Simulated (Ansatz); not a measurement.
**C₂H₄BFO: basis-set convergence**

An exercise on one series of results from a longer session: the logs are not shown, and one member is left open.

Computed with Ansatz 0.2.0, Gaussian basis. Level: one geometry, several basis sets.

The runs, in order: PBE0-D4/def2-SVP; ωB97M-V/def2-SVP; PBE0-D4/def2-QZVPP; ωB97M-V/def2-QZVPP; the functionals' def2-TZVPP values are taken from earlier runs.

### The geometry

The geometry comes from an earlier relaxation with PBE0-D4 in a triple-zeta def2 set; it is a stationary point, not always the lowest conformer.

SMILES `CB(F)C=O`, 9 atoms, charge 0, spin multiplicity 1.

Atoms are counted from 1 here; the program's logs count them from 0.

Bond lengths: C1–B2 1.552 Å, C1–H6 1.090 Å, C1–H7 1.096 Å, C1–H8 1.098 Å, B2–F3 1.319 Å, B2–C4 1.617 Å, C4–O5 1.207 Å, C4–H9 1.117 Å. Angles: B2–C1–H6 113.8°, B2–C1–H7 110.8°, B2–C1–H8 109.1°, H6–C1–H7 109.3°, H6–C1–H8 108.5°, H7–C1–H8 105.0°, C1–B2–F3 121.6°, C1–B2–C4 122.5°, F3–B2–C4 115.9°, B2–C4–O5 122.6°, B2–C4–H9 118.4°, O5–C4–H9 119.0°.

The first run:

Input file in.yaml:

```yaml
crystal:
  periodic: [false, false, false]
  atoms:
    - {symbol: C, position_ang: [1.109899, -0.202680, 0.565413]}
    - {symbol: B, position_ang: [0.103715, 0.114454, -0.572414]}
    - {symbol: F, position_ang: [0.508279, 0.380969, -1.798792]}
    - {symbol: C, position_ang: [-1.494673, 0.151230, -0.332002]}
    - {symbol: O, position_ang: [-2.281533, 0.343417, -1.226349]}
    - {symbol: H, position_ang: [2.143077, -0.286445, 0.228172]}
    - {symbol: H, position_ang: [0.825398, -1.120734, 1.091524]}
    - {symbol: H, position_ang: [1.054874, 0.588655, 1.324430]}
    - {symbol: H, position_ang: [-1.880535, -0.015266, 0.703015]}
basis:
  gaussian: {orbitals: def2-SVP}
hamiltonian: {xc: pbe0, dispersion: d4}
output: {orbitals: {seedname: orbitals}}
```

Run with:

```
> ansatz run in.yaml --threads 2 --pin off --events-out ev --progress --plain --max-ram 4352MiB
```

Among the steps run: PBE0-D4 in def2-SVP; ωB97M-V in def2-SVP; PBE0-D4 in def2-QZVPP; ωB97M-V in def2-QZVPP.

One of the session's tables, all rows but one given; the rest of the session is left out.

It belongs to the step «Density functionals: the series». 

```
functional       basis  HOMO (eV)  LUMO (eV)
   PBE0-D4    def2-SVP      -7.06      -2.29
   PBE0-D4  def2-TZVPP      -7.23      -2.48
   PBE0-D4  def2-QZVPP      -7.26      -2.53
   ωB97M-V    def2-SVP      -9.42       0.04
   ωB97M-V  def2-TZVPP          ?          ?
   ωB97M-V  def2-QZVPP      -9.64      -0.28
```

Estimate the missing values for ωB97M-V, def2-TZVPP.

**Answer.** HOMO (eV): -9.60; LUMO (eV): -0.22. In the column «HOMO (eV)» it lies between ωB97M-V, def2-QZVPP (-9.64) and ωB97M-V, def2-SVP (-9.42).
